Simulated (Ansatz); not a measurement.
**Cl2H2Sn: reaction (reductive elimination), part 1 of 2**

How high is the barrier for the reaction (reductive elimination)? Relax the two ends, then run a nudged elastic band between them. Meant to form: Cl2–H3; to break: Sn1–Cl2, Sn1–H3. The start is a guess near the saddle point, from which both ends are pulled out.

Program: Ansatz 0.2.0. Level of theory: RKS LDA/def2-SVP. These are calculated values, not measurements.

### 1 The structure to begin with

Bond lengths: Sn1–Cl2 2.610 Å, Sn1–H3 1.940 Å, Sn1–H4 1.739 Å, Sn1–Cl5 2.408 Å. Angles: Cl2–Sn1–H3 45.6°, Cl2–Sn1–H4 123.0°, Cl2–Sn1–Cl5 123.0°, H3–Sn1–H4 121.2°, H3–Sn1–Cl5 121.2°, H4–Sn1–Cl5 109.5°.

Coordinates:

```xyz
5

Sn    0.0000    0.0000    0.0000
Cl    1.5152    0.0000    2.1251
H     1.9164    0.0000    0.3021
H    -0.8195    1.4198   -0.5794
Cl   -1.1351   -1.9666   -0.8025
```

### 2 Pulling towards end A

Springs on the bonds that form and break draw the guess towards this end; the thresholds are loose.

The input, input.yaml:

```yaml
crystal:
  periodic: [false, false, false]
  atoms:
    - { symbol: Sn, position_ang: [0.0, 0.0, 0.0] }
    - { symbol: Cl, position_ang: [1.5152, 0.0, 2.1251] }
    - { symbol: H, position_ang: [1.9164, 0.0, 0.3021] }
    - { symbol: H, position_ang: [-0.8195, 1.4198, -0.5794] }
    - { symbol: Cl, position_ang: [-1.1351, -1.9666, -0.8025] }
basis:
  gaussian: { orbitals: def2-SVP }
hamiltonian:
  xc: lda
relax:
  f_tol: 0.15
  max_steps: 25
  restrain:
    - { distance: [1, 2], at: 2.57, k: 30.0 }
    - { distance: [0, 1], at: 2.41, k: 30.0 }
    - { distance: [0, 2], at: 1.74, k: 30.0 }
```

Run with:

```console
$ ansatz run input.yaml --threads 1 --pin off --max-ram 2048MiB --backend cpu --events-out ev --progress --plain --runs-dir out
```

The program printed (excerpt; [...] marks lines left out):

```text
Warning: RAYON_NUM_THREADS=1 ignored (pool sized by the plan → 1); use --threads N
[...]
Functional definition: SPW92
[...]
797 factors; their error is unknown
[...]
mean field -30810.10873498 eV, -1132.2506121688 hartree, gradient 1.1e-5 eV, S^2 0.000000; 1 other end points of the search recorded, 0 dependent functions left out
[...]
reference -30810.10876759 eV, -1132.2506133673 hartree; 29, 29 occupied and 43, 43 virtual orbitals, 797 factors
relax step   1: F+E_penalty+E_count = -30810.10873498 eV  Δ(F+E_penalty+E_count) = +0.000e0 eV  max|allowed force component| = 2.566e0 eV/Å  E_restraint = 8.62117733 eV  max|allowed force component, restraints' pulls added| = 2.240e1 eV/Å  Δτ_max = 0.0000 Å  (39 SCF iters, accepted)
[...]
relax step   5: F+E_penalty+E_count = -30811.91357125 eV  Δ(F+E_penalty+E_count) = -5.962e-2 eV  max|allowed force component| = 9.934e-1 eV/Å  E_restraint = 0.04105128 eV  max|allowed force component, restraints' pulls added| = 1.892e-1 eV/Å  Δτ_max = 0.0912 Å  (26 SCF iters, accepted)
[...]
relax step   6: F+E_penalty+E_count = -30811.91736905 eV  Δ(F+E_penalty+E_count) = -3.798e-3 eV  max|allowed force component| = 1.001e0 eV/Å  E_restraint = 0.04219533 eV  max|allowed force component, restraints' pulls added| = 2.535e-2 eV/Å  Δτ_max = 0.0228 Å  (23 SCF iters, accepted)
  distance Cl 1 - H 2 = 2.6081 Å
  distance Sn 0 - Cl 1 = 2.3806 Å
  distance Sn 0 - H 2 = 1.7177 Å
797 factors; their error is unknown
[...]
mean field -30811.91736905 eV, -1132.3170782448 hartree, gradient 7.8e-5 eV, S^2 0.000000; 1 other end points of the search recorded, 0 dependent functions left out
[...]
reference -30811.91740199 eV, -1132.3170794552 hartree; 29, 29 occupied and 43, 43 virtual orbitals, 797 factors
Total energy: -30811.91740199 eV, -1132.3170794552 hartree
Atom 0 at     0.239804     0.053355    -0.027786 Å, force     0.926449    -0.068478     0.752957 eV/Å
Atom 1 at     1.016731    -0.031737     2.220892 Å, force    -0.695453     0.053822     0.243157 eV/Å
Atom 2 at     1.941030    -0.089863    -0.217278 Å, force    -0.230950     0.029774    -1.000847 eV/Å
Atom 3 at    -0.768817     1.392580    -0.353736 Å, force     0.004947    -0.010906     0.002364 eV/Å
Atom 4 at    -0.951748    -1.871134    -0.576791 Å, force    -0.004992    -0.004212     0.002369 eV/Å
Dipole moment:    -0.012953     0.371414    -0.446073 e Å
```

Wall time 9.6 s (1 thread of Arm Neoverse V1, shared host); peak memory 0.12 GiB.

Step by step:

```tsv
step	energy from step 1 (eV)	largest force component (eV/Å)
1	0.0000	2.5658
2	-0.6149	1.4185
3	-1.2182	1.2604
4	-1.7452	1.1415
5	-1.8048	0.9934
6	-1.8086	1.0008
```

Step 1 is the start. Energies and forces in the table leave out the springs, which the log lists apart; the run stops on the force with the springs' pull added.

After: Bond lengths: Sn1–Cl2 2.381 Å, Sn1–H3 1.718 Å, Sn1–H4 1.708 Å, Sn1–Cl5 2.329 Å. Angles: Cl2–Sn1–H3 77.2°, Cl2–Sn1–H4 113.6°, Cl2–Sn1–Cl5 111.1°, H3–Sn1–H4 129.0°, H3–Sn1–Cl5 114.3°, H4–Sn1–Cl5 107.5°.

### 3 Relaxing end A

It starts where the restrained run ended.

The input, input.yaml:

```yaml
crystal:
  periodic: [false, false, false]
  atoms:
    - { symbol: Sn, position_ang: [0.239804, 0.053355, -0.027786] }
    - { symbol: Cl, position_ang: [1.016731, -0.031737, 2.220892] }
    - { symbol: H, position_ang: [1.94103, -0.089863, -0.217278] }
    - { symbol: H, position_ang: [-0.768817, 1.39258, -0.353736] }
    - { symbol: Cl, position_ang: [-0.951748, -1.871134, -0.576791] }
basis:
  gaussian: { orbitals: def2-SVP }
hamiltonian:
  xc: lda
relax:
  f_tol: 0.03
  max_steps: 50
```

Run with:

```console
$ ansatz run input.yaml --threads 1 --pin off --max-ram 2048MiB --backend cpu --events-out ev --progress --plain --runs-dir out
```

The program printed (excerpt; [...] marks lines left out):

```text
Warning: RAYON_NUM_THREADS=1 ignored (pool sized by the plan → 1); use --threads N
[...]
[... 1 set-up line as earlier in the session ...]
[...]
797 factors; their error is unknown
[...]
mean field -30811.91743119 eV, -1132.3170805286 hartree, gradient 1.8e-5 eV, S^2 0.000000; 0 other end points of the search recorded, 0 dependent functions left out
[...]
reference -30811.91746392 eV, -1132.3170817313 hartree; 29, 29 occupied and 43, 43 virtual orbitals, 797 factors
relax step   1: F+E_penalty+E_count = -30811.91743119 eV  Δ(F+E_penalty+E_count) = +0.000e0 eV  max|allowed force component| = 1.001e0 eV/Å  Δτ_max = 0.0000 Å  (24 SCF iters, accepted)
[...]
relax step   5: F+E_penalty+E_count = -30812.36334766 eV  Δ(F+E_penalty+E_count) = -1.353e-3 eV  max|allowed force component| = 6.169e-2 eV/Å  Δτ_max = 0.0310 Å  (21 SCF iters, accepted)
[...]
relax step   6: F+E_penalty+E_count = -30812.36392872 eV  Δ(F+E_penalty+E_count) = -5.811e-4 eV  max|allowed force component| = 4.692e-3 eV/Å  Δτ_max = 0.0116 Å  (23 SCF iters, accepted)
797 factors; their error is unknown
mean field -30812.36392872 eV, -1132.3334890101 hartree, gradient 6.5e-5 eV, S^2 0.000000; 1 other end points of the search recorded, 0 dependent functions left out
[...]
reference -30812.36396151 eV, -1132.3334902151 hartree; 29, 29 occupied and 43, 43 virtual orbitals, 797 factors
Total energy: -30812.36396151 eV, -1132.3334902151 hartree
Atom 0 at     0.362025     0.040699     0.077308 Å, force    -0.004692    -0.004246    -0.000288 eV/Å
Atom 1 at     0.691160    -0.027360     2.386425 Å, force    -0.000406     0.000679     0.001559 eV/Å
Atom 2 at     1.898386    -0.081466    -0.665053 Å, force     0.002562     0.000218    -0.002295 eV/Å
Atom 3 at    -0.627345     1.394369    -0.263234 Å, force     0.000538     0.000497     0.000430 eV/Å
Atom 4 at    -0.847225    -1.873041    -0.490145 Å, force     0.001998     0.002852     0.000595 eV/Å
Dipole moment:     0.163303     0.367626    -0.322738 e Å
```

Run time: 9.3 s. Hardware: 1 thread of Arm Neoverse V1, shared host; peak memory 0.12 GiB.

Step by step:

```tsv
step	energy from step 1 (eV)	largest force component (eV/Å)
1	0.0000	1.0009
2	-0.3058	0.4954
3	-0.4014	1.0148
4	-0.4446	0.1501
5	-0.4459	0.0617
6	-0.4465	0.0047
```

Step 1 is the start.

After: Bond lengths: Sn1–Cl2 2.333 Å, Sn1–H3 1.711 Å, Sn1–H4 1.711 Å, Sn1–Cl5 2.334 Å. Angles: Cl2–Sn1–H3 107.5°, Cl2–Sn1–H4 107.6°, Cl2–Sn1–Cl5 106.8°, H3–Sn1–H4 119.3°, H3–Sn1–Cl5 107.5°, H4–Sn1–Cl5 107.5°.

### 4 Pulling towards end B

Springs on the bonds that form and break draw the guess towards this end; the thresholds are loose.

The input, input.yaml:

```yaml
crystal:
  periodic: [false, false, false]
  atoms:
    - { symbol: Sn, position_ang: [0.0, 0.0, 0.0] }
    - { symbol: Cl, position_ang: [1.5152, 0.0, 2.1251] }
    - { symbol: H, position_ang: [1.9164, 0.0, 0.3021] }
    - { symbol: H, position_ang: [-0.8195, 1.4198, -0.5794] }
    - { symbol: Cl, position_ang: [-1.1351, -1.9666, -0.8025] }
basis:
  gaussian: { orbitals: def2-SVP }
hamiltonian:
  xc: lda
relax:
  f_tol: 0.15
  max_steps: 25
  restrain:
    - { distance: [1, 2], at: 1.37, k: 30.0 }
    - { distance: [0, 1], at: 3.61, k: 30.0 }
    - { distance: [0, 2], at: 2.94, k: 30.0 }
output:
  orbitals: {}
```

Run with:

```console
$ ansatz run input.yaml --threads 1 --pin off --max-ram 2048MiB --backend cpu --events-out ev --progress --plain --runs-dir out
```

The program printed (excerpt; [...] marks lines left out):

```text
Warning: RAYON_NUM_THREADS=1 ignored (pool sized by the plan → 1); use --threads N
[...]
[... 1 set-up line as earlier in the session ...]
[...]
797 factors; their error is unknown
[...]
mean field -30810.10873498 eV, -1132.2506121688 hartree, gradient 1.1e-5 eV, S^2 0.000000; 1 other end points of the search recorded, 0 dependent functions left out
[...]
reference -30810.10876759 eV, -1132.2506133673 hartree; 29, 29 occupied and 43, 43 virtual orbitals, 797 factors
relax step   1: F+E_penalty+E_count = -30810.10873498 eV  Δ(F+E_penalty+E_count) = +0.000e0 eV  max|allowed force component| = 2.566e0 eV/Å  E_restraint = 33.69885146 eV  max|allowed force component, restraints' pulls added| = 4.448e1 eV/Å  Δτ_max = 0.0000 Å  (39 SCF iters, accepted)
[...]
  distance Cl 1 - H 2 = 1.3416 Å
  distance Sn 0 - Cl 1 = 3.6015 Å
  distance Sn 0 - H 2 = 2.9392 Å
797 factors; their error is unknown
mean field -30811.23865939 eV, -1132.2921361248 hartree, gradient 7.3e-6 eV, S^2 0.000000; 1 other end points of the search recorded, 0 dependent functions left out
[...]
reference -30811.23869102 eV, -1132.2921372874 hartree; 29, 29 occupied and 43, 43 virtual orbitals, 797 factors
Total energy: -30811.23869102 eV, -1132.2921372874 hartree
Atom 0 at    -0.010480     0.043595    -0.799585 Å, force     0.148893    -0.002929     0.199515 eV/Å
Atom 1 at     1.952840     0.156374     2.217612 Å, force     0.082412    -0.212545    -1.021690 eV/Å
Atom 2 at     2.328229    -0.159767     0.969041 Å, force    -0.250435     0.201180     0.792351 eV/Å
Atom 3 at    -1.313879     1.236870    -0.504798 Å, force     0.002452    -0.001217     0.014911 eV/Å
Atom 4 at    -1.479710    -1.823872    -0.836969 Å, force     0.016678     0.015511     0.014914 eV/Å
Dipole moment:     0.438483     0.256157    -0.161911 e Å
```

Run time: 13 s. Hardware: 1 thread of Arm Neoverse V1, shared host; peak memory 0.12 GiB.

Step by step:

```tsv
step	energy from step 1 (eV)	largest force component (eV/Å)
1	0.0000	2.5658
2	0.6603	4.3823
3	1.1299	5.0986
4	0.7941	4.9572
5	-0.3598	2.7955
6	-0.8663	1.1618
7	-1.0745	1.1350
8	-1.1242	0.9993
9	-1.1299	1.0217
```

Step 1 is the start. Energies and forces in the table leave out the springs, which the log lists apart; the run stops on the force with the springs' pull added.

After: Bond lengths: Cl2–H3 1.342 Å, Sn1–H4 1.792 Å, Sn1–Cl5 2.376 Å. Angles: H4–Sn1–Cl5 94.4°.

Pairs that crossed the distance rule for bonds on the way: came closer Cl2–H3; moved apart Sn1–Cl2, Sn1–H3.

### 5 Relaxing end B

It starts where the restrained run ended.

The input, input.yaml:

```yaml
crystal:
  periodic: [false, false, false]
  atoms:
    - { symbol: Sn, position_ang: [-0.01048, 0.043595, -0.799585] }
    - { symbol: Cl, position_ang: [1.95284, 0.156374, 2.217612] }
    - { symbol: H, position_ang: [2.328229, -0.159767, 0.969041] }
    - { symbol: H, position_ang: [-1.313879, 1.23687, -0.504798] }
    - { symbol: Cl, position_ang: [-1.47971, -1.823872, -0.836969] }
basis:
  gaussian: { orbitals: def2-SVP }
hamiltonian:
  xc: lda
relax:
  f_tol: 0.03
  max_steps: 50
```

Run with:

```console
$ ansatz run input.yaml --threads 1 --pin off --max-ram 2048MiB --backend cpu --events-out ev --progress --plain --runs-dir out
```

The program printed (excerpt; [...] marks lines left out):

```text
Warning: RAYON_NUM_THREADS=1 ignored (pool sized by the plan → 1); use --threads N
[...]
[... 1 set-up line as earlier in the session ...]
[...]
797 factors; their error is unknown
[...]
mean field -30811.23861733 eV, -1132.2921345791 hartree, gradient 3.7e-5 eV, S^2 0.000000; 0 other end points of the search recorded, 0 dependent functions left out
[...]
reference -30811.23864910 eV, -1132.2921357469 hartree; 29, 29 occupied and 43, 43 virtual orbitals, 797 factors
relax step   1: F+E_penalty+E_count = -30811.23861733 eV  Δ(F+E_penalty+E_count) = +0.000e0 eV  max|allowed force component| = 1.022e0 eV/Å  Δτ_max = 0.0000 Å  (24 SCF iters, accepted)
[...]
relax step   9: F+E_penalty+E_count = -30811.52091297 eV  Δ(F+E_penalty+E_count) = -3.072e-2 eV  max|allowed force component| = 9.236e-2 eV/Å  Δτ_max = 0.1194 Å  (27 SCF iters, accepted)
[...]
relax step  35: F+E_penalty+E_count = -30811.96791877 eV  Δ(F+E_penalty+E_count) = -2.713e-3 eV  max|allowed force component| = 1.152e-2 eV/Å  Δτ_max = 0.0431 Å  (26 SCF iters, accepted)
797 factors; their error is unknown
mean field -30811.96791877 eV, -1132.3189359127 hartree, gradient 5.6e-6 eV, S^2 0.000000; 1 other end points of the search recorded, 0 dependent functions left out
[...]
reference -30811.96794690 eV, -1132.3189369467 hartree; 29, 29 occupied and 43, 43 virtual orbitals, 797 factors
Total energy: -30811.96794690 eV, -1132.3189369467 hartree
Atom 0 at     0.150491     0.560633    -1.006561 Å, force    -0.004240     0.005629     0.002066 eV/Å
Atom 1 at     1.692984     0.441571     1.098303 Å, force     0.008070     0.008013     0.005175 eV/Å
Atom 2 at     0.910107    -0.892305     0.871886 Å, force    -0.003794    -0.001480    -0.004292 eV/Å
Atom 3 at    -1.193577     1.149255     0.024098 Å, force     0.003435    -0.000641    -0.003869 eV/Å
Atom 4 at    -0.083004    -1.805954     0.057574 Å, force    -0.003471    -0.011522     0.000920 eV/Å
Dipole moment:    -0.034101     0.152620    -0.257292 e Å
```

Run time: 46 s. Hardware: 1 thread of Arm Neoverse V1, shared host; peak memory 0.12 GiB.

Step by step, one in 2:

```tsv
step	energy from step 1 (eV)	largest force component (eV/Å)
1	0.0000	1.0217
3	-0.1064	0.5904
5	-0.1912	0.6586
7	-0.2461	0.3630
9	-0.2823	0.0924
11	-0.2864	0.0360
13	-0.2890	0.0059
15	-0.2894	0.0429
17	-0.2899	0.0388
19x	-0.2899	0.0212
21	-0.2906	0.0538
23x	-0.2906	0.5018
25	-0.2973	0.3835
27	-0.3551	0.8764
29	-0.5479	0.3803
31	-0.6571	0.8618
33	-0.7235	0.1511
35	-0.7293	0.0115
```

Step 1 is the start. 4 steps were tried and not accepted (10, 18, 19, 23; marked x where the table lists them).

After: Bond lengths: Sn1–Cl2 2.612 Å, Cl2–H3 1.563 Å, Sn1–H4 1.793 Å, Sn1–Cl5 2.605 Å, H3–Cl5 1.576 Å. Angles: Sn1–Cl2–H3 68.1°, Cl2–Sn1–H4 89.7°, Cl2–Sn1–Cl5 71.5°, H4–Sn1–Cl5 89.8°, Cl2–H3–Cl5 152.3°, Sn1–Cl5–H3 68.2°.

Pairs that crossed the distance rule for bonds on the way: came closer Sn1–Cl2, H3–Cl5.

### 6 Nudged elastic band

crystal.atoms is end A as relaxed above, and neb.final_atoms is end B, turned to lie on A. With 5 inner images the band has 7 in all. The start path is listed, through a guess of the saddle.

The input, input.yaml:

```yaml
crystal:
  periodic: [false, false, false]
  atoms:
    - { symbol: Sn, position_ang: [0.362025, 0.040699, 0.077308] }
    - { symbol: Cl, position_ang: [0.69116, -0.02736, 2.386425] }
    - { symbol: H, position_ang: [1.898386, -0.081466, -0.665053] }
    - { symbol: H, position_ang: [-0.627345, 1.394369, -0.263234] }
    - { symbol: Cl, position_ang: [-0.847225, -1.873041, -0.490145] }
basis:
  gaussian: { orbitals: def2-SVP }
hamiltonian:
  xc: lda
neb:
  order_check: false
  images: 5
  f_tol: 0.05
  max_iterations: 60
  final_atoms:
    - { symbol: Sn, position_ang: [0.64627082, 0.9296118, -0.65410348] }
    - { symbol: Cl, position_ang: [1.24077332, -0.08957405, 1.67650585] }
    - { symbol: H, position_ang: [0.59162701, -1.1466092, 0.72536339] }
    - { symbol: H, position_ang: [-0.98611323, 1.34999972, -0.04267159] }
    - { symbol: Cl, position_ang: [-0.01555693, -1.59022726, -0.65979316] }
  initial_path:
    images:
      - { positions_ang: [[0.362025, 0.040699, 0.077308], [0.69116, -0.02736, 2.386425], [1.898386, -0.081466, -0.665053], [-0.627345, 1.394369, -0.263234], [-0.847225, -1.873041, -0.490145]] }
      - { positions_ang: [[0.24153384, 0.02695681, 0.05118838], [0.96408879, -0.01672363, 2.30034007], [1.90429731, -0.05413718, -0.34127655], [-0.69077263, 1.40218156, -0.37078321], [-0.94214631, -1.90507656, -0.59416769]] }
      - { positions_ang: [[0.12104269, 0.01321461, 0.02506875], [1.23701759, -0.00608726, 2.21425515], [1.91020861, -0.02680836, -0.0175001], [-0.75420025, 1.40999412, -0.47833243], [-1.03706763, -1.93711211, -0.69819037]] }
      - { positions_ang: [[0.00055153, -0.00052758, -0.00105087], [1.50994638, 0.00454911, 2.12817022], [1.91611992, 0.00052047, 0.30627635], [-0.81762788, 1.41780668, -0.58588164], [-1.13198894, -1.96914767, -0.80221306]] }
      - { positions_ang: [[0.21579129, 0.30951888, -0.21873507], [1.42022203, -0.02682528, 1.97761543], [1.47462228, -0.38185609, 0.44597203], [-0.87378966, 1.39520436, -0.40481162], [-0.75984494, -1.84284087, -0.75473976]] }
      - { positions_ang: [[0.43103105, 0.61956534, -0.43641928], [1.33049768, -0.05819966, 1.82706064], [1.03312465, -0.76423265, 0.58566771], [-0.92995145, 1.37260204, -0.22374161], [-0.38770093, -1.71653407, -0.70726646]] }
      - { positions_ang: [[0.64627082, 0.9296118, -0.65410348], [1.24077332, -0.08957405, 1.67650585], [0.59162701, -1.1466092, 0.72536339], [-0.98611323, 1.34999972, -0.04267159], [-0.01555693, -1.59022726, -0.65979316]] }
```

Run with:

```console
$ ansatz run input.yaml --threads 1 --pin off --max-ram 2048MiB --backend cpu --events-out ev --progress --plain --runs-dir out
```

The program printed (excerpt; [...] marks lines left out):

```text
Warning: RAYON_NUM_THREADS=1 ignored (pool sized by the plan → 1); use --threads N
[...]
[... 1 set-up line as earlier in the session ...]
[...]
797 factors; their error is unknown
[...]
mean field -30812.36393921 eV, -1132.3334893955 hartree, gradient 1.3e-5 eV, S^2 0.000000; 0 other end points of the search recorded, 0 dependent functions left out
[...]
reference -30812.36397191 eV, -1132.3334905972 hartree; 29, 29 occupied and 43, 43 virtual orbitals, 797 factors
797 factors; their error is unknown
[...]
mean field -30811.96792478 eV, -1132.3189361337 hartree, gradient 1.3e-5 eV, S^2 0.000000; 0 other end points of the search recorded, 0 dependent functions left out
[...]
reference -30811.96795324 eV, -1132.3189371795 hartree; 29, 29 occupied and 43, 43 virtual orbitals, 797 factors
NEB end point (image 0): max|allowed force component| = 5.179e-3 eV/Å (the criterion of neb.relax_end_points is 1.000e-2)
[...]
NEB iter  13: max|band force component| = 1.752e-1 eV/Å  barrier→ = 1.4331 eV  barrier← = 1.0371 eV  CI = image 2  Δτ_max = 0.0866 Å  (108 SCF iters)
[...]
NEB iter  15: max|band force component| = 6.805e-2 eV/Å  barrier→ = 1.4331 eV  barrier← = 1.0371 eV  CI = image 2  Δτ_max = 0.0059 Å  (106 SCF iters)
[...]
NEB iter  16: max|band force component| = 1.850e-2 eV/Å  barrier→ = 1.4331 eV  barrier← = 1.0371 eV  CI = image 2  Δτ_max = 0.0000 Å  (224 SCF iters)
Total energy: -30810.93089415 eV, -1132.2808259611 hartree
Atom 0 at     0.280890     0.083287    -0.406267 Å, force     0.000106     0.000497     0.000185 eV/Å
Atom 1 at     1.234897    -0.037041     1.999915 Å, force    -0.000034     0.000043    -0.000195 eV/Å
Atom 2 at     1.899927    -0.091570     0.330729 Å, force     0.000014    -0.000041     0.000066 eV/Å
Atom 3 at    -0.899724     1.347903    -0.265870 Å, force     0.000141    -0.000118     0.000005 eV/Å
Atom 4 at    -1.038988    -1.849378    -0.613206 Å, force    -0.000227    -0.000381    -0.000061 eV/Å
Dipole moment:     0.141824     0.362989    -0.348061 e Å
this run last wrote the band of iteration 16 to <dir>
```

It took 1.7 min on 1 thread of Arm Neoverse V1, shared host; peak memory 0.13 GiB.

### 7 What the band shows

Images 0 and 6 are the ends. Energies count from image 0; the path length is the program's own measure over all atoms.

```tsv
image	path (Å)	energy (eV)	Cl2–H3 (Å)	Sn1–Cl2 (Å)	Sn1–H3 (Å)	band force (eV/Å)
0	0.000	0.0000	3.28	2.33	1.71	-
1	0.690	0.5082	2.56	2.37	1.69	0.001
2*	1.381	1.4331	1.80	2.59	1.79	0.000
3	2.237	0.9149	1.31	2.87	2.71	0.008
4	3.092	0.8330	1.31	2.85	3.21	0.019
5	3.949	0.6791	1.32	2.85	2.89	0.008
6	4.805	0.3960	1.56	2.61	2.49	-
```

The star marks the climbing image.

image, energy (eV) and a bar:
```
        0      0.000 
        1      0.508 ###########
        2      1.433 ##############################
        3      0.915 ###################
        4      0.833 #################
        5      0.679 ##############
        6      0.396 ########
```

The top of the band by iteration:

```tsv
iteration	highest image above image 0 (eV)	largest band force (eV/Å)
1	2.6411	3.129
3	1.6782	1.429
5	1.3880	2.063
7	1.4136	1.204
9	1.4336	0.265
11	1.4331	0.442
13	1.4331	0.175
15	1.4331	0.068
16	1.4331	0.019
```

Positions of all images (Å):

```xyz
5
image=0 dE=0.0000
Sn    0.362    0.041    0.077
Cl    0.691   -0.027    2.386
H     1.898   -0.081   -0.665
H    -0.627    1.394   -0.263
Cl   -0.847   -1.873   -0.490
5
image=1 dE=0.5082
Sn    0.295    0.056   -0.070
Cl    1.003   -0.013    2.188
H     1.973   -0.097   -0.175
H    -0.811    1.344   -0.309
Cl   -0.982   -1.836   -0.589
5
image=2 dE=1.4331
Sn    0.281    0.083   -0.406
Cl    1.235   -0.037    2.000
H     1.900   -0.092    0.331
H    -0.900    1.348   -0.266
Cl   -1.039   -1.849   -0.613
5
image=3 dE=0.9149
Sn    0.182    0.174   -0.837
Cl    1.287    0.004    1.807
H     2.214   -0.223    0.909
H    -1.054    1.294   -0.190
Cl   -1.152   -1.795   -0.643
5
image=4 dE=0.8330
Sn    0.173    0.505   -0.989
Cl    1.248    0.134    1.621
H     1.994   -0.877    1.266
H    -1.095    1.351   -0.037
Cl   -0.843   -1.661   -0.816
5
image=5 dE=0.6791
Sn    0.396    0.755   -0.884
Cl    1.292    0.011    1.717
H     1.222   -1.160    1.115
H    -1.062    1.398   -0.060
Cl   -0.371   -1.550   -0.843
5
image=6 dE=0.3960
Sn    0.646    0.930   -0.654
Cl    1.241   -0.090    1.677
H     0.592   -1.147    0.725
H    -0.986    1.350   -0.043
Cl   -0.016   -1.590   -0.660
```

(Continued in part 2 of 2.)
